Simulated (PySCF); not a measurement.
# Br4OW ([WOBr4]-): the cost of one run

Programs: PySCF 2.14.0, with routines of our own; each step states its level. All values are computed. Atoms count from 0.

## Step 1: The system as given

6 atoms, charge -1, states of the metal's open shell are computed; geometry from: model start, shaken.

## Step 2: Optimising the geometry at PBE0-D3(BJ)/def2-SVP

Job settings and geometry (Å):

```
{"job": {"xc": "PBE0", "basis": "def2-SVP", "d3": "d3bj", "grid": 1, "maxiter": 45, "kind": "geom"}, "charge": -1, "metal": "W", "open_shell": "d1"}
W      0.000020     0.004480    -0.004110
O     -0.013360    -0.006820     1.705130
Br     2.384140     0.020100    -0.427610
Br    -2.392540     0.007350    -0.414880
Br     0.001580     2.369280    -0.420670
Br     0.010430    -2.403400    -0.427090
```

Run with:

```sh
$ OMP_NUM_THREADS=1 python lf_run.py task.json out
```

The driver reads the jobs from task.json and runs them one after another.

Q: Estimate the wall time and peak memory of this first job on 1 thread of Intel Xeon at 2.50GHz, shared host.

About 24 min, with a peak of 1.1 GiB.
